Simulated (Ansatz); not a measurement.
# C8H16: taking an electron away

An exercise on one series of results from a longer session: the logs are not shown, and one member is left open.

Program: Ansatz 0.2.0, Gaussian basis. Level of theory: unrestricted cation, the program's frozen cores in correlated methods. These are calculated values, not measurements.

Levels to be run: UKS PBE-D4/def2-TZVPP; UKS r2SCAN-D4/def2-TZVPP; UKS PBE0-D4/def2-TZVPP; UKS B3LYP-D4/def2-TZVPP; UKS wB97X-V/def2-TZVPP; UKS wB97M-V/def2-TZVPP; UKS B2PLYP/def2-TZVPP; UHF-CCSD(T)/def2-TZVPP; UHF-MP2/def2-QZVPP; extrapolation to the limit; then −ε(HOMO) from the neutral's earlier runs with LDA (SPW92), PBE-D4, revPBE-D4, BLYP-D4, r2SCAN-D4, B97M-V, PBE0-D4, B3LYP-D4, r2SCANh-D4, r2SCAN0-D4, HSE06-D4, BHLYP-D4, CAM-B3LYP-D4, LC-ωPBE, ωB97X-V, ωB97M-V.

## The geometry

An earlier PBE0-D4 in a triple-zeta def2 set relaxation fixed the geometry.

SMILES `C=CCCCCCC`, 24 atoms, charge 0, spin multiplicity 1.

Atoms are counted from 1 here; the program's logs count them from 0.

Bond lengths: C1–C2 1.326 Å, C1–H9 1.084 Å, C1–H10 1.086 Å, C2–C3 1.492 Å, C2–H11 1.089 Å, C3–C4 1.531 Å, C3–H12 1.096 Å, C3–H13 1.094 Å, C4–C5 1.524 Å, C4–H14 1.095 Å, C4–H15 1.096 Å, C5–C6 1.520 Å, C5–H16 1.096 Å, C5–H17 1.096 Å, C6–C7 1.520 Å, C6–H18 1.098 Å, C6–H19 1.096 Å, C7–C8 1.519 Å and more. Angles: C2–C1–H9 121.8°, C2–C1–H10 121.3°, H9–C1–H10 116.9°, C1–C2–C3 124.8°, C1–C2–H11 118.6°, C3–C2–H11 116.6°, C2–C3–C4 113.7°, C2–C3–H12 109.1°, C2–C3–H13 109.2°, C4–C3–H12 109.1°, C4–C3–H13 109.0°, H12–C3–H13 106.4°, C3–C4–C5 115.3°, C3–C4–H14 108.5°, C3–C4–H15 108.3°, C5–C4–H14 109.0°, C5–C4–H15 109.0°, H14–C4–H15 106.5° and more.

Set-up of the first run:

in.yaml

```yaml
crystal:
  periodic: [false, false, false]
  atoms:
    - {symbol: C, position_ang: [-0.196361, -3.005837, 2.364565]}
    - {symbol: C, position_ang: [-0.306370, -1.995051, 1.513627]}
    - {symbol: C, position_ang: [-0.709829, -0.607270, 1.885627]}
    - {symbol: C, position_ang: [0.399527, 0.429908, 1.689647]}
    - {symbol: C, position_ang: [0.951427, 0.533611, 0.273409]}
    - {symbol: C, position_ang: [-0.080730, 0.901800, -0.779987]}
    - {symbol: C, position_ang: [0.520413, 1.097392, -2.162081]}
    - {symbol: C, position_ang: [-0.513265, 1.457184, -3.214835]}
    - {symbol: H, position_ang: [0.107799, -3.994284, 2.040316]}
    - {symbol: H, position_ang: [-0.412171, -2.879377, 3.421600]}
    - {symbol: H, position_ang: [-0.082318, -2.171770, 0.463134]}
    - {symbol: H, position_ang: [-1.583581, -0.315297, 1.291089]}
    - {symbol: H, position_ang: [-1.028722, -0.593751, 2.932153]}
    - {symbol: H, position_ang: [1.220193, 0.193626, 2.374823]}
    - {symbol: H, position_ang: [0.012356, 1.409076, 1.994358]}
    - {symbol: H, position_ang: [1.747376, 1.287006, 0.266875]}
    - {symbol: H, position_ang: [1.435154, -0.409137, -0.007066]}
    - {symbol: H, position_ang: [-0.598891, 1.820857, -0.476248]}
    - {symbol: H, position_ang: [-0.854045, 0.126626, -0.837453]}
    - {symbol: H, position_ang: [1.286391, 1.880133, -2.113998]}
    - {symbol: H, position_ang: [1.044836, 0.181298, -2.458371]}
    - {symbol: H, position_ang: [-0.057270, 1.592853, -4.198221]}
    - {symbol: H, position_ang: [-1.271698, 0.674308, -3.305569]}
    - {symbol: H, position_ang: [-1.030214, 2.386066, -2.957396]}
basis:
  gaussian: {orbitals: def2-TZVPP}
total_charge: 1
magnetization: {spin_polarized: true, initial_magnetization: 1}
hamiltonian: {xc: pbe, dispersion: d4}
```

Run with:

```sh
ansatz run in.yaml --threads 4 --pin off --events-out ev --progress --plain --max-ram 46080MiB --backend cuda --devices 0, --max-vram 37GiB
```

Steps of the session up to this table: Cation, UKS PBE-D4/def2-TZVPP; Cation, UKS r2SCAN-D4/def2-TZVPP; Cation, UKS PBE0-D4/def2-TZVPP; Cation, UKS B3LYP-D4/def2-TZVPP; Cation, UKS wB97X-V/def2-TZVPP; Cation, UKS wB97M-V/def2-TZVPP; Cation, UKS B2PLYP (frozen core)/def2-TZVPP; Cation, UHF-CCSD(T)/def2-TZVPP; Cation, UHF-MP2/def2-QZVPP.

One of the session's tables, all rows but one given; the rest of the session is left out.

It belongs to the step «Ionisation energies side by side». For comparison, −ε(HOMO) of the neutral from earlier runs:

```
  functional  −ε(HOMO) (eV)
 LDA (SPW92)              ?
      PBE-D4           6.21
   revPBE-D4           6.14
     BLYP-D4           6.06
   r2SCAN-D4           6.41
      B97M-V           6.43
     PBE0-D4           7.33
    B3LYP-D4           7.11
  r2SCANh-D4           6.83
  r2SCAN0-D4           7.47
    HSE06-D4           6.93
    BHLYP-D4           8.30
CAM-B3LYP-D4           8.67
     LC-ωPBE          10.08
     ωB97X-V           9.69
     ωB97M-V           9.60
```

**Question.** Estimate the row for LDA (SPW92).

**Answer.** −ε(HOMO) (eV): 6.39. In the column «−ε(HOMO) (eV)» it lies between PBE-D4 (6.21) and r2SCAN-D4 (6.41).
